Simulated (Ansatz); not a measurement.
MgO, space group Fm-3m: a convergence test of the k-point mesh, run with Ansatz 0.2.0, Python API.

The script, `kconv.py`:
```python
"""Convergence of MgO with the k-point mesh."""

import ansatz as az
from tabulate import tabulate

crystal = (
    az.Lattice.fcc(4.217)
    .space_group(225)
    .atom("Mg", (0.0, 0.0, 0.0))
    .atom("O", (0.5, 0.0, 0.0))
    .primitive()
)

calc = (
    crystal.calculation()
    .pseudopotentials("paw")
    .scf(tolerance=1e-10)
    .occupations("fixed")
    .basis(21 * az.Ha)
    .functional(az.Functional.PBE)
    .stress()  # GPa
)

rows = []
for value in [0.9, 0.7, 0.55, 0.45, 0.35]:
    report = calc.kpoints(spacing=value).run().report
    rows.append((value, report["free_energy_ev"] / len(report["lattice"]["sites"]), report["n_iterations"], sum(report["stress_gpa"][i][i] for i in range(3)) / 3, report["n_kpoints"]))

print(tabulate(rows, headers=["spacing (1/A)", "F/atom (eV)", "iterations", "P (GPa)", "k-points"], floatfmt=".4f", tablefmt="grid"))

# differences from the last row
for row in rows[:-1]:
    shift = 1000 * (row[1] - rows[-1][1])
    print(f"{row[0]}: {shift:+.2f} meV/atom" + ("  (within 2 meV)" if abs(shift) < 2 else ""))
```

How fast does the energy converge with the mesh (threshold 2 meV an atom)?

From a spacing of 0.55 (5×5×5) on it stays within 2 meV an atom of the value at a spacing of 0.35 (8×8×8); the first row (a spacing of 0.9 (3×3×3)) is off by 45.3 meV and the last but one by 0.19 meV. The pressure moves from 4.58 to 4.13 GPa.

What the script printed:

```console
$ python kconv.py
+-----------------+---------------+--------------+-----------+------------+
|   spacing (1/A) |   F/atom (eV) |   iterations |   P (GPa) |   k-points |
+=================+===============+==============+===========+============+
|          0.9000 |    -1247.0239 |            7 |    4.5822 |          4 |
+-----------------+---------------+--------------+-----------+------------+
|          0.7000 |    -1247.0630 |            8 |    4.1569 |          8 |
+-----------------+---------------+--------------+-----------+------------+
|          0.5500 |    -1247.0682 |            7 |    4.1238 |         10 |
+-----------------+---------------+--------------+-----------+------------+
|          0.4500 |    -1247.0690 |            8 |    4.1246 |         16 |
+-----------------+---------------+--------------+-----------+------------+
|          0.3500 |    -1247.0692 |            8 |    4.1275 |         29 |
+-----------------+---------------+--------------+-----------+------------+
0.9: +45.31 meV/atom
0.7: +6.28 meV/atom
0.55: +1.04 meV/atom  (within 2 meV)
0.45: +0.19 meV/atom  (within 2 meV)
```

Reading the output:
- Of the deposited cell: the entry's cell lengths or inner coordinates differ somewhat from later room-temperature determinations.
- Pressure is positive in compression.
- The starting cell is as deposited in a crystallographic database; the results hold for this polymorph, which needn't be the stable one.
- Shifts are counted from the finest mesh, which is itself no proven limit.
- It ran for 3.7 s on 1 thread of Arm Neoverse V1, on a shared host, peak memory 0.32 GiB.
